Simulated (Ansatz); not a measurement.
# FZr: the cost of one run

Computed with Ansatz 0.2.0 (the levels named in each step, unless a step's input says otherwise).

**1. Starting point**

Bond lengths: F1–Zr2 2.300 Å.

As a file:

```xyz
2

F     0.0000    0.0000    0.0000
Zr    0.0000    0.0000    2.3004
```

**2. A rough first relaxation, PBE-D4/def2-SVP**

This run stands in another session on the same molecule. It ended at:

```xyz
2

F     0.0000    0.0000    0.2185
Zr    0.0000    0.0000    2.0820
```

**3. Relaxation, PBE0-D4/def2-TZVPP**

This run stands in another session on the same molecule. It ended at:

```xyz
2

F     0.0000    0.0000    0.2235
Zr    0.0000    0.0000    2.0770
```

**4. Bond length 1.6311 Å, PBE0-D4/def2-QZVPP**

Contents of input.yaml:

```yaml
crystal:
  periodic: [false, false, false]
  atoms:
    - { symbol: F, position_ang: [0.0, 0.0, 0.0] }
    - { symbol: Zr, position_ang: [0.0, 0.0, 1.6311] }
magnetization:
  spin_polarized: true
  initial_magnetization: 1
basis:
  gaussian: { orbitals: def2-QZVPP.json }
hamiltonian:
  xc: pbe0
  dispersion: d4
```

Launch:

```bash
> ansatz run input.yaml --threads 2 --pin off --max-ram 5120MiB --backend cpu --events-out ev --progress --plain --runs-dir out
```

Q: Estimate wall time and peak memory on 2 threads of Intel Xeon at 2.50GHz (Skylake/Cascade Lake), shared host.

About 21 s, with a peak of 0.34 GiB.
